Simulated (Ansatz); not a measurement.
Predict the output of the script below (Ansatz's Python interface).

Contents of `h7nosisn.xyz`:
```text
11

O    -1.51850    1.40040    1.22850
Sn   -0.44060    1.33190   -0.40760
N    -0.36920   -0.62090   -1.05860
Si    0.62970   -1.52420    0.20610
H    -0.99820    1.06660    1.92100
H    -1.13540    2.33850   -1.67320
H     1.20140    1.91200   -0.03260
H     0.29870   -0.61150   -1.90860
H     1.88410   -0.91260    0.45890
H     0.72510   -2.92710   -0.20460
H    -0.21150   -1.51010    1.49130
```

`run_spin.py`:
```python
# -*- coding: utf-8 -*-
import ansatz as az


def main():
    geometry = az.Crystal.molecule_from_extxyz("h7nosisn.xyz")

    calculation = (
        geometry.calculation()
        .basis(gaussian="def2-SVP")
        .functional("HF")
    )
    found = {}
    for unpaired in [0, 2]:
        summary = calculation.spin("collinear", total=unpaired).run().report
        s = unpaired / 2
        found[unpaired] = summary["free_energy_ev"]
        print(f"2S+1 = {unpaired + 1}: E = {found[unpaired]:.5f} eV, <S^2> = {abs(summary['mean_field']['state']['spin_squared']):.3f} (pure state {s * (s + 1):.2f})")
    lowest = min(found, key=found.get)
    for unpaired, e in found.items():
        print(f"multiplicity {unpaired + 1}: {96.485332 * (e - found[lowest]):.1f} kJ/mol above the lowest")


if __name__ == "__main__":
    main()
```

```console
$ python run_spin.py
2S+1 = 1: E = -17291.49823 eV, <S^2> = 0.000 (pure state 0.00)
2S+1 = 3: E = -17286.27814 eV, <S^2> = 2.017 (pure state 2.00)
multiplicity 1: 0.0 kJ/mol above the lowest
multiplicity 3: 503.7 kJ/mol above the lowest
```

In order: multiplicity 1 (+0.00 eV) and multiplicity 3 (+5.22 eV), all at the one geometry.

Total energies depend on the basis set; only differences at equal settings carry meaning. The geometry is a force-field or estimated start, not a minimum of this method, and the basis set is short of its limit. All parts are taken at fixed geometry, without zero-point energy. def2 sets replace the cores of elements past krypton by effective core potentials. Hartree-Fock leaves correlation out, so it favours high-spin states too much. Spin-orbit coupling, which mixes and shifts the spin states of heavy atoms, is left out. Wall time of the script: 26 s on 1 thread of Arm Neoverse V1, on a shared host, peak memory 0.36 GiB.
